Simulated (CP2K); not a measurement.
HPbNO4 under changes of volume

One of the cells (15.590 Å³/atom); the others are scaled copies at fixed shape and fractional positions:

```
H Pb N O
1.0
     4.27531    0.00000    0.00000
    -2.08455    5.20776    0.00000
    -2.11628   -1.90928    4.90140
H Pb N O
1 1 1 4
Direct
  0.99073 0.03330 0.90994
  0.50274 0.81989 0.14287
  0.00838 0.47408 0.50265
  0.99816 0.92741 0.02877
  0.19467 0.73435 0.60852
  0.81673 0.35882 0.24556
  0.01381 0.33121 0.65217
```

The cell was built by a generator and needn't be a form met in nature.

```yaml
Program: CP2K 2026.2
Functional: PBE
Potentials_or_basis: POTENTIAL_UZH H GTH-PBE-q1, Pb GTH-PBE-q4, N GTH-PBE-q5, O GTH-PBE-q6; TZVP-MOLOPT-PBE-GTH basis
Density_cutoff: 8163 eV
k_mesh: 8 × 6 × 6
Occupations: fermi-dirac, width 0.05 eV
Spin: no spin polarisation
```

```csv
volume (Å³/atom),energy over the lowest point (meV/atom),pressure (GPa),gap on the mesh (eV),largest force (eV/Å)
14.654,27.57,7.7,2.86,2.334
14.966,14.76,5.5,2.83,1.676
15.278,6.25,3.4,2.81,1.089
15.590,1.41,1.6,2.78,0.547
15.902,0.00,-0.1,2.75,0.083
16.213,?,?,?,?
16.525,6.19,-3.0,2.69,0.918
```

Problem. What does the run at 16.213 Å³/atom give?

Solution. Energy over the lowest point 1.68 meV/atom; pressure -1.6 GPa; gap on the mesh 2.72 eV; largest force 0.471 eV/Å.

Worked out: A Birch-Murnaghan fit of order 3 (a polynomial in V^(-2/3)) to the other rows has its minimum at 15.88 Å³/atom with B0 = V·E''(V) = 81 GPa and B' = 4.1 at fixed shape and positions, which overstates the stiffness. It gives 1.70 meV/atom at 16.213 Å³/atom, against the run's 1.68, and -dE/dV = -1.6 GPa, against -1.6. A straight line through the other rows of the gap, of slope -1.4 eV per unit of ln V, gives 2.72 eV, against the run's 2.72.

Energies are extrapolated to zero smearing.

Caveats: spin-orbit coupling is left out, which as a rule narrows the gap of such compounds by several tenths of an eV; the basis of atomic orbitals isn't converged, which shifts pressures, moduli and gaps; forces of over 1 eV/Å show positions far from the minimum, so gaps and moduli don't describe the material at rest (some runs).

A mesh can miss the band edges.
